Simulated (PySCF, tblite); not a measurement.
**C₄H₁₀F₂N₂Si: geometry, infrared bands and NMR shifts**

Aim: predict the infrared bands and NMR shifts of C₄H₁₀F₂N₂Si (`N[SiH2]NC/C=C/C(F)F`).

Computed with tblite 0.8.0 and PySCF 2.14.0, with density-fitted response routines of our own, on a single molecule in the gas phase. Atoms count from 0, in the outputs and in this text.

### 1 The molecule as given

19 atoms, charge 0, multiplicity 1; geometry from: force field or distance geometry start.

Bonds of the start (Å): N0–Si1 1.80, Si1–N2 1.78, N2–C3 1.46, C3–C4 1.50, C4–C5 1.34, C5–C6 1.49, C6–F7 1.39, C6–F8 1.37, N0–H9 1.03, N0–H10 1.03, Si1–H11 1.48, Si1–H12 1.48, N2–H13 1.06, C3–H14 1.12, C3–H15 1.13, C4–H16 1.09, C5–H17 1.10, C6–H18 1.12.

### 2 Optimising the geometry with GFN2-xTB

The job: settings as JSON, then the geometry in Å.

```
{"job": {"kind": "relax", "xc": "GFN2-xTB", "basis": "xTB"}, "charge": 0, "multiplicity": 1}
N      3.633500     1.029600    -1.005000
Si     2.620800    -0.027200     0.046100
N      1.014200    -0.277200    -0.679600
C      0.081700    -0.370700     0.437700
C     -1.312600    -0.585100    -0.064100
C     -2.232300     0.342300     0.255300
C     -3.646700     0.250100    -0.201900
F     -3.820400    -0.864700    -1.006900
F     -4.530600     0.292100     0.848900
H      4.529500     1.286700    -0.563500
H      3.708500     0.620000    -1.947500
H      2.483100     0.681500     1.342100
H      3.278500    -1.336800     0.215900
H      1.028400    -1.247000    -1.102400
H      0.188800     0.593000     0.994600
H      0.352300    -1.247400     1.096500
H     -1.574900    -1.442900    -0.686300
H     -1.918200     1.186200     0.879900
H     -3.893400     1.126800    -0.852100
```

Started as:

```console
$ OMP_NUM_THREADS=1 python probes_run.py task.json out
```

One launch serves the whole session: the jobs run in the order shown.

**Question.** This job is followed by: GFN2-xTB harmonic vibrations, gas phase; GIAO PBE0/pcSseg-1 NMR shielding, non-relativistic, gas phase. What will the session give for the following? strongest single infrared mode (GFN2-xTB); zero-point energy (GFN2-xTB); ¹³C shifts against TMS (PBE0/pcSseg-1); ¹H shifts against TMS (PBE0/pcSseg-1, means over atoms taken as alike); ¹⁵N shifts against NH3 (PBE0/pcSseg-1); ²⁹Si shifts against TMS (PBE0/pcSseg-1); ¹⁹F shifts against CFCl3 (PBE0/pcSseg-1, means over atoms taken as alike); surface potential, 1st and 99th percentile.

The runs gave:

| quantity | value |
| --- | --- |
| strongest single infrared mode (GFN2-xTB) | 2165 cm⁻¹, 487 km/mol |
| zero-point energy (GFN2-xTB) | 87.4 kcal/mol |
| ¹³C shifts against TMS (PBE0/pcSseg-1) | 147.6, 128.8, 118.8, 48.4 ppm |
| ¹H shifts against TMS (PBE0/pcSseg-1, means over atoms taken as alike) | 6.56, 6.41, 5.63, 5.08, 3.68, 0.37, 0.12 ppm |
| ¹⁵N shifts against NH3 (PBE0/pcSseg-1) | 36.9, 10.7 ppm |
| ²⁹Si shifts against TMS (PBE0/pcSseg-1) | -32.5 ppm |
| ¹⁹F shifts against CFCl3 (PBE0/pcSseg-1, means over atoms taken as alike) | -142.5 ppm |
| surface potential, 1st and 99th percentile | -1.12 V and 1.52 V |

In words: Relaxing lowered the energy by 0.880 eV in 177 steps; the close pair that moved most is N0–Si1, from 1.802 to 1.723 Å. All 51 modes are real, so the xTB geometry is a minimum. The strongest single mode, at 2165 cm⁻¹, moves mainly H12 and H11. Unscaled tight-binding wavenumbers are off by several per cent, some by more. Its intensities can rank the bands wrongly. H18 (hydrogen on an allylic sp3 CH bonded to 2 F) lies farthest downfield among hydrogen, at 6.56 ppm; its carbon carries F, an electronegative neighbour. At PBE0/pcSseg-1: Shielding is most anisotropic at C4 (span 225 ppm, paramagnetic term -220 ppm).
